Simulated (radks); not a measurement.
**B inside a hard spherical wall**

An exercise on one series of results from a longer session: the logs are not shown, and one member is left open.

Program: radks (a radial shooting solver on a logarithmic mesh, Libxc functionals) version 1. Level of theory: scalar-relativistic Kohn-Sham, LDA (Slater exchange, VWN5 correlation), spin-polarised, spherical densities, finite nucleus; open shells are filled with parallel spins first. These are calculated values, not measurements, unless marked.

**Starting point**

| Property | Result |
| --- | --- |
| element | boron (Z = 5) |
| charge | 0 |
| electrons | 5 |
| configuration | [He] 2s2 2p1 |
| nuclear rms radius | 2.406 fm |

Outer shells as boxes (Hund's rule):

B
```
[He] core
2s [↑↓]
2p [↑ ][  ][  ]
```

Set-up of the first run:

Input:

```text
Z 5
configuration [He] 2s2 2p1 3s0 3p0 3d0
relativity scalar-relativistic
functional lda,vwn5
spin polarised
nucleus finite rms 2.406 fm
c 137.035999084
```

Steps of the session up to this table: The free atom.

One table of the session follows, with a row left open; its other results are not shown here.

It belongs to the step «The free atom». Radial density 4πr²ρ:

```
r (bohr)  4πr²ρ (e/bohr)
  0.0100         0.08151
  0.0148          0.1700
  0.0220          0.3467
  0.0323          0.6742
  0.0477               ?
  0.0706           2.209
   0.105           3.467
   0.154           4.642
   0.227           5.022
   0.336           3.964
   0.498           2.078
   0.730           1.007
    1.08           1.202
    1.60           1.462
    2.37          0.9594
    3.48          0.3148
    5.14         0.04428
    7.61        0.002372
```

Q: Estimate the row for r (bohr) = 0.0477 from the others.

Worked estimate for «4πr²ρ (e/bohr)». A straight line through the neighbours (0.0323, 0.6742) and (0.0706, 2.209) gives 0.6742 + (2.209 − 0.6742) × (0.0477 − 0.0323) / (0.0706 − 0.0323) = 1.291; a parabola fitted to 4 rows on both sides gives 1.315.

The run gave: 4πr²ρ (e/bohr): 1.266. In «4πr²ρ (e/bohr)» the line misses by +0.025 and the parabola by +0.049.

Caveats from the session: Shells are not refilled when levels cross, and a hard wall is a model, not a crystal.
